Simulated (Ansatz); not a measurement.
# Nudged elastic band run: LiSi8O16, charge +1

The input (input.yaml):

```yaml
crystal:
  lattice:
    - [-4.1337, -4.1337, 0.0]
    - [4.1337, -4.1337, 0.0]
    - [0.0, 0.0, 5.3034]
  atoms:
    - { symbol: Si, position: [0.50592973, 0.50337104, 0.00844311] }
    - { symbol: Si, position: [0.00542915, 0.49765184, 0.2549667] }
    - { symbol: O, position: [0.19618991, 0.48776015, -0.00362969] }
    - { symbol: O, position: [-0.00517447, 0.19464806, 0.25496008] }
    - { symbol: O, position: [0.80517292, 0.51274156, 0.0112093] }
    - { symbol: O, position: [0.01585687, 0.80233504, 0.25496186] }
    - { symbol: Si, position: [0.50593083, 0.50337649, 0.50146971] }
    - { symbol: Si, position: [-0.01628345, 0.51471911, 0.75495988] }
    - { symbol: O, position: [0.1962011, 0.48776057, 0.51356274] }
    - { symbol: O, position: [-0.03002331, 0.19559601, 0.75496377] }
    - { symbol: O, position: [0.8051747, 0.51273368, 0.49870859] }
    - { symbol: O, position: [0.0026182, 0.80772054, 0.75496588] }
    - { symbol: Si, position: [-0.00569012, -0.00261153, 0.00844724] }
    - { symbol: Si, position: [0.4948085, 0.00310104, 0.254966] }
    - { symbol: O, position: [0.6950634, -0.01199378, 0.01120906] }
    - { symbol: O, position: [0.48438153, 0.69842339, 0.25496034] }
    - { symbol: O, position: [0.30405507, 0.01300453, -0.0036249] }
    - { symbol: O, position: [0.50540417, 0.30610565, 0.25495479] }
    - { symbol: Si, position: [-0.00569393, -0.00262488, 0.50147231] }
    - { symbol: Si, position: [0.51652489, -0.01396251, 0.75495722] }
    - { symbol: O, position: [0.69506421, -0.01198491, 0.49870455] }
    - { symbol: O, position: [0.49761456, 0.69303632, 0.7549622] }
    - { symbol: O, position: [0.30403991, 0.0129995, 0.51355396] }
    - { symbol: O, position: [0.53027213, 0.30516618, 0.75496087] }
    - { symbol: Li, position: [0.25011587, 0.25039483, 0.75496644] }
total_charge: 1
basis:
  ecutwfc: 420.0
kpoints:
  mp_grid: { grid: [2, 2, 2] }
hamiltonian:
  xc: pbe
scf:
  occupations: { method: gaussian, width: 0.02 }
  lower_state_search: "off"
neb:
  images: 5
  f_tol: 0.03
  initial_path: linear
  max_iterations: 51
  final_atoms:
    - { symbol: Si, position: [0.49768136, 0.49486158, 0.00473855] }
    - { symbol: Si, position: [-0.00257631, 0.50599531, 0.25125039] }
    - { symbol: O, position: [0.19469372, 0.50547658, 0.00473957] }
    - { symbol: O, position: [0.01305077, 0.19625886, 0.26333838] }
    - { symbol: O, position: [0.80236306, 0.4844354, 0.00473742] }
    - { symbol: O, position: [-0.01195952, 0.80523031, 0.24848405] }
    - { symbol: Si, position: [0.51475409, 0.51658613, 0.50473885] }
    - { symbol: Si, position: [-0.00257284, 0.50599225, 0.75822619] }
    - { symbol: O, position: [0.19564269, 0.53033042, 0.50473809] }
    - { symbol: O, position: [0.01305189, 0.19625901, 0.74613751] }
    - { symbol: O, position: [0.80776866, 0.49767215, 0.50474032] }
    - { symbol: O, position: [-0.01195429, 0.80523062, 0.76099508] }
    - { symbol: Si, position: [0.003146, 0.00549981, 0.00473883] }
    - { symbol: Si, position: [0.50340265, -0.00563303, 0.2512504] }
    - { symbol: O, position: [0.69846417, 0.01592725, 0.00473717] }
    - { symbol: O, position: [0.51278825, 0.69513095, 0.2484836] }
    - { symbol: O, position: [0.30613279, -0.00511649, 0.00473965] }
    - { symbol: O, position: [0.48777573, 0.30410247, 0.26333884] }
    - { symbol: Si, position: [-0.01392859, -0.01622523, 0.50473882] }
    - { symbol: Si, position: [0.5033984, -0.00563179, 0.758226] }
    - { symbol: O, position: [0.69305644, 0.00268989, 0.50474031] }
    - { symbol: O, position: [0.51278396, 0.69513108, 0.76099429] }
    - { symbol: O, position: [0.3051829, -0.02996896, 0.50473741] }
    - { symbol: O, position: [0.48777382, 0.30410329, 0.74613783] }
    - { symbol: Li, position: [0.25041105, 0.25018065, 0.50472807] }
  order_check: true
```

Launched with:

```bash
$ ansatz run input.yaml --threads 1 --pin off --max-ram 3072MiB --backend cpu --events-out ev --progress --plain --runs-dir out
```

Output, in part (warnings, iteration lines):

```
NEB end point (image 0): max|allowed force component| = 2.531e-3 eV/Å (the criterion of neb.relax_end_points is 1.000e-2)
NEB end point (image 6): max|allowed force component| = 1.081e-3 eV/Å (the criterion of neb.relax_end_points is 1.000e-2)
NEB iter   1: max|band force component| = 5.110e-1 eV/Å  barrier→ = 0.2014 eV  barrier← = 0.2014 eV  Δτ_max = 0.0107 Å  (49 SCF iters)
NEB iter   2: max|band force component| = 3.575e-1 eV/Å  barrier→ = 0.1733 eV  barrier← = 0.1733 eV  CI = image 3  Δτ_max = 0.0163 Å  (30 SCF iters)
NEB iter   3: max|band force component| = 9.494e-2 eV/Å  barrier→ = 0.1494 eV  barrier← = 0.1494 eV  CI = image 3  Δτ_max = 0.0047 Å  (34 SCF iters)
NEB iter   4: max|band force component| = 7.587e-2 eV/Å  barrier→ = 0.1487 eV  barrier← = 0.1487 eV  CI = image 3  Δτ_max = 0.0024 Å  (28 SCF iters)
NEB iter   5: max|band force component| = 2.005e-2 eV/Å  barrier→ = 0.1478 eV  barrier← = 0.1478 eV  CI = image 3  CI's point: of a kind that is not told: the force calls were inconclusive, a negative curvature could not be distinguished from the path's own, the only one lies far off the path, or fixed occupations may fill a level only in part  Δτ_max = 0.0000 Å  (244 SCF iters)
```

The run converged. By the program's own check the climbing image is of a kind that is not told: the force calls were inconclusive, a negative curvature could not be distinguished from the path's own, the only one lies far off the path, or fixed occupations may fill a level only in part (lowest curvatures found: -1.14 and 4.72 eV/Å²). Limits of this set-up: coarse k mesh, charged cell in a uniform background, uncorrected.

Final band (atoms are numbered from 1 in the order of the input):

| image | path coordinate (Å) | energy (eV) | Si1–Li25 (Å) | O3–Li25 (Å) | Si13–Li25 (Å) |
| --- | --- | --- | --- | --- | --- |
| 0 | 0.00 | 0.000 | 2.50 | 1.91 | 2.50 |
| 1 | 0.25 | 0.042 | 2.61 | 2.08 | 2.61 |
| 2 | 0.50 | 0.114 | 2.74 | 2.27 | 2.74 |
| 3 | 0.75 | 0.148 | 2.87 | 2.45 | 2.87 |
| 4 | 1.00 | 0.114 | 3.01 | 2.65 | 3.01 |
| 5 | 1.25 | 0.041 | 3.17 | 2.84 | 3.17 |
| 6 | 1.50 | 0.000 | 3.34 | 3.06 | 3.34 |

Run time: 5.3 min on 1 thread of AMD EPYC 7B13 (Zen 3), with other jobs on the host, peak memory 0.83 GiB.
